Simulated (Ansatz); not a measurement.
**Cl₂F₂H₃NSi₂: one species, many methods**

The task here is to estimate one member of a computed series from the others.

Method: functionals in def2-TZVPP, the program's frozen cores in correlated methods; program: Ansatz 0.2.0, Gaussian basis.

Levels to be run: PBE-D4, r2SCAN-D4, PBE0-D4, B3LYP-D4, ωB97X-V, ωB97M-V, B2PLYP; CCSD(T)/def2-TZVPP; MP2/def2-QZVPP; extrapolation to the limit.

### The relaxed structure

The geometry comes from an earlier relaxation with PBE0-D4 in a triple-zeta def2 set; it is a stationary point, not always the lowest conformer.

10 atoms, charge 0, spin multiplicity 1.

Atoms are counted from 1 here; the program's logs count them from 0.

Bond lengths: F1–Si2 1.595 Å, Si2–N3 1.722 Å, Si2–H8 1.475 Å, Si2–H9 1.478 Å, N3–Si4 1.694 Å, N3–H10 1.012 Å, Si4–F5 1.581 Å, Si4–Cl6 2.026 Å, Si4–Cl7 2.023 Å. Angles: F1–Si2–N3 111.3°, F1–Si2–H8 107.5°, F1–Si2–H9 106.9°, N3–Si2–H8 109.5°, N3–Si2–H9 107.7°, H8–Si2–H9 113.9°, Si2–N3–Si4 130.3°, Si2–N3–H10 115.2°, Si4–N3–H10 114.4°, N3–Si4–F5 112.2°, N3–Si4–Cl6 110.4°, N3–Si4–Cl7 109.7°, F5–Si4–Cl6 106.1°, F5–Si4–Cl7 106.9°, Cl6–Si4–Cl7 111.5°.

The first run:

Contents of in.yaml:

```yaml
crystal:
  periodic: [false, false, false]
  atoms:
    - {symbol: F, position_ang: [-2.037081, 1.021867, 1.174548]}
    - {symbol: Si, position_ang: [-0.686367, 1.383108, 0.406179]}
    - {symbol: N, position_ang: [-0.168641, 0.081996, -0.596619]}
    - {symbol: Si, position_ang: [0.803341, -1.258417, -0.238857]}
    - {symbol: F, position_ang: [2.299884, -1.051716, -0.706423]}
    - {symbol: Cl, position_ang: [0.130436, -2.898859, -1.219580]}
    - {symbol: Cl, position_ang: [0.846881, -1.555675, 1.761434]}
    - {symbol: H, position_ang: [0.343056, 1.657784, 1.425661]}
    - {symbol: H, position_ang: [-0.984536, 2.535001, -0.470863]}
    - {symbol: H, position_ang: [-0.546982, 0.084930, -1.535479]}
basis:
  gaussian: {orbitals: def2-TZVPP}
hamiltonian: {xc: pbe, dispersion: d4}
output: {forces: true, orbitals: {seedname: orbitals}}
```

Started as:

```bash
> ansatz run in.yaml --threads 2 --pin off --events-out ev --progress --plain --max-ram 31744MiB --backend cuda --devices 0, --max-vram 18GiB
```

Among the steps run: PBE-D4 (GGA); r2SCAN-D4 (meta-GGA); PBE0-D4 (hybrid); B3LYP-D4 (hybrid); ωB97X-V (range-separated); ωB97M-V (range-separated); B2PLYP (double hybrid); CCSD(T) in def2-TZVPP; MP2 in def2-QZVPP.

One table of the session follows, with a row left open; its other results are not shown here.

| method | atomisation energy (eV) |
| --- | --- |
| PBE-D4 | 39.431 |
| r2SCAN-D4 | 39.161 |
| PBE0-D4 | 38.734 |
| B3LYP-D4 | 38.759 |
| ωB97X-V | 39.370 |
| ωB97M-V | 39.346 |
| B2PLYP | 38.497 |
| HF/def2-TZVPP | ? |
| MP2/def2-TZVPP | 39.272 |
| CCSD/def2-TZVPP | 37.243 |
| CCSD(T)/def2-TZVPP | 37.898 |
| MP2/CBS | 40.685 |
| CCSD(T)/CBS | 39.310 |

Q: Estimate the row for HF/def2-TZVPP from the others.

**Answer.** atomisation energy (eV): 28.597. In the column «atomisation energy (eV)» it is the lowest.
